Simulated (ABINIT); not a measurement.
Crystal: BSe.

```xyz
4
Lattice="3.2707 0.0000 0.0000 -1.6354 2.8325 0.0000 0.0000 0.0000 7.2365" Properties=species:S:1:pos:R:3 pbc="T T T"
B     0.0000    1.8884    2.7374
B     1.6354    0.9442    6.3557
Se    0.0000    1.8884    7.1992
Se    1.6354    0.9442    3.5810
```

The cell was built by a generator and needn't be a form met in nature.

Base run:

| Quantity | Value |
| --- | --- |
| Program | ABINIT 10.8.3 (patched build) |
| Functional | PBE |
| Potentials or basis | PseudoDojo NC SR PBE v0.4.1 standard |
| Cutoff | 1170 eV |
| k mesh | 7 × 7 × 3 |
| Occupations | fermi-dirac, width 0.05 eV |
| Spin | no spin polarisation |

Its results: band gap on the k mesh none (metal or under the smearing width); pressure 0.3 GPa; largest force 0.105 eV/Å.

Question: The run is repeated on the same cell with these changes: functional from PBE to RPBE; cutoff from 1170 eV to 1088 eV. What comes out?

Answer: Band gap on the k mesh none (metal or under the smearing width); pressure 1.9 GPa; largest force 0.108 eV/Å.

RPBE binds less tightly than PBE, so the same cell stands under more pressure.

Caveats: the potentials were made for another functional, which shifts forces and pressure (some runs).
